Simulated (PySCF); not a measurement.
**Si(OtBu)2Me2: geometry, NMR shifts and electronic excitations**

Wanted: the NMR shifts and electronic excitations of Si(OtBu)2Me2 (`CC(C)(C)O[Si](C)(C)OC(C)(C)C`), by calculation.

The runs use PySCF 2.14.0, with density-fitted response routines of our own; the level of theory stands in each step. All values are computed, except where a source is named. Atoms are numbered from 0 throughout.

### Step 1. Starting geometry

37 atoms, charge 0, multiplicity 1; geometry from: GFN2-xTB. The atoms were then displaced at random by about 0.03 Å, so the start is not that level's minimum.

Bonds of the start (Å): Si0–O1 1.63, Si0–O15 1.54, Si0–C29 2.06, Si0–C33 1.88, O1–C2 1.44, C2–C3 1.42, C2–C4 1.55, C2–C5 1.53, C3–H6 1.15, C3–H7 1.11, C3–H8 1.04, C4–H9 1.08, C4–H10 1.14, C4–H11 1.13, C5–H12 1.14, C5–H13 1.06, C5–H14 1.09, O15–C16 1.40, C16–C17 1.55, C16–C18 1.52, C16–C19 1.53, C17–H20 1.04, C17–H21 1.01, C17–H22 1.10, C18–H23 1.06, C18–H24 1.13, C18–H25 1.14, C19–H26 1.06, C19–H27 1.06, C19–H28 1.13 and more.

### Step 2. Relaxing the molecule at PBE0-D3(BJ)/def2-SVP

What the job is given:

```
{"job": {"xc": "PBE0", "basis": "def2-SVP", "d3": "d3bj", "grid": 1, "maxiter": 40, "shake": 0.03, "kind": "geom"}, "charge": 0, "multiplicity": 1}
Si    -0.289090    -0.211740    -1.049640
O     -0.643370    -0.174790     0.539580
C     -1.820660    -0.119800     1.358510
C     -2.622270    -1.244480     1.032950
C     -1.244750    -0.299230     2.784330
C     -2.481050     1.249360     1.232070
H     -3.520290    -1.275570     1.748870
H     -3.066330    -1.101700     0.023970
H     -2.202490    -2.185480     1.144380
H     -0.721510    -1.234920     2.939270
H     -2.084030    -0.264620     3.553370
H     -0.523710     0.525480     3.072060
H     -2.942020     1.373690     0.202050
H     -1.819930     2.053010     1.451320
H     -3.305190     1.272090     1.946710
O      1.233880    -0.348410    -1.233260
C      2.398760     0.051150    -0.562350
C      2.547730    -0.874480     0.677930
C      3.560470    -0.165480    -1.520210
C      2.198190     1.494450    -0.093940
H      3.419920    -0.615030     1.185450
H      1.728160    -0.862300     1.275940
H      2.681160    -1.891090     0.271100
H      3.600810    -1.159670    -1.895500
H      4.550670     0.077430    -1.027240
H      3.393830     0.549520    -2.387850
H      1.429760     1.519610     0.632540
H      2.111150     2.132590    -0.935920
H      3.198160     1.775810     0.358690
C     -0.918240     1.559740    -1.900610
H     -0.395220     1.663790    -2.792330
H     -0.657150     2.334570    -1.272950
H     -1.958900     1.575880    -2.049480
C     -1.120630    -1.583860    -2.023460
H     -1.050900    -2.487410    -1.515980
H     -0.626490    -1.706540    -2.970960
H     -2.172770    -1.325190    -2.188900
```

Started as:

```
$ OMP_NUM_THREADS=2 python probes_run.py task.json out
```

One launch serves the whole session: the jobs run in the order shown.

**Question.** This job is followed by: GIAO PBE0/pcSseg-1 NMR shielding, non-relativistic, gas phase; TDDFT PBE0/def2-SVPD, vertical, gas phase, core orbitals frozen in the response; GIAO wB97X-D/pcSseg-1 NMR shielding, non-relativistic, gas phase. Predict these results of the whole session: point group; rotational constants (main isotopes); ¹³C shifts against TMS (PBE0/pcSseg-1, means over atoms taken as alike); ¹H shifts against TMS (PBE0/pcSseg-1, means over atoms taken as alike); ²⁹Si shifts against TMS (PBE0/pcSseg-1); ¹⁷O shifts against H2O (PBE0/pcSseg-1, means over atoms taken as alike); surface potential, 1st and 99th percentile; lowest singlet (PBE0/def2-SVPD); lowest triplet; range of the shift of O1.

The runs gave:

| quantity | value |
| --- | --- |
| point group | C1 |
| rotational constants (main isotopes) | 0.97, 0.47, 0.42 GHz |
| ¹³C shifts against TMS (PBE0/pcSseg-1, means over atoms taken as alike) | 71.5, 33.1, 4.1 ppm |
| ¹H shifts against TMS (PBE0/pcSseg-1, means over atoms taken as alike) | 1.29, 0.12 ppm |
| ²⁹Si shifts against TMS (PBE0/pcSseg-1) | -6.4 ppm |
| ¹⁷O shifts against H2O (PBE0/pcSseg-1, means over atoms taken as alike) | 110.6 ppm |
| surface potential, 1st and 99th percentile | -1.31 V and 0.72 V |
| lowest singlet (PBE0/def2-SVPD) | 6.88 eV (180 nm), f = 0.062 |
| lowest triplet | 6.79 eV |
| range of the shift of O1 | 104.9 to 110.6 ppm |

In words: The start was shaken at random, so part of the energy gained undoes that. Relaxing lowered the energy by 1.899 eV in 15 steps; the close pair that moved most is Si0–C29, from 2.064 to 1.874 Å. No frequency check was run at this level, so the end point may be a saddle. At PBE0/pcSseg-1: Shielding is most anisotropic at C2, C16 (span 66 ppm, paramagnetic term -122 ppm). The lowest singlet, at 6.88 eV, is HOMO→LUMO 0.96 and is bright. The lowest triplet lies 0.09 eV below the lowest singlet (triplets in Tamm-Dancoff, singlets in full TDDFT). In ppm, O1 (with its like atoms) moves most: its shift spreads over 5.7 ppm, from 104.9 (wB97X-D/pcSseg-1) to 110.6 (PBE0/pcSseg-1).
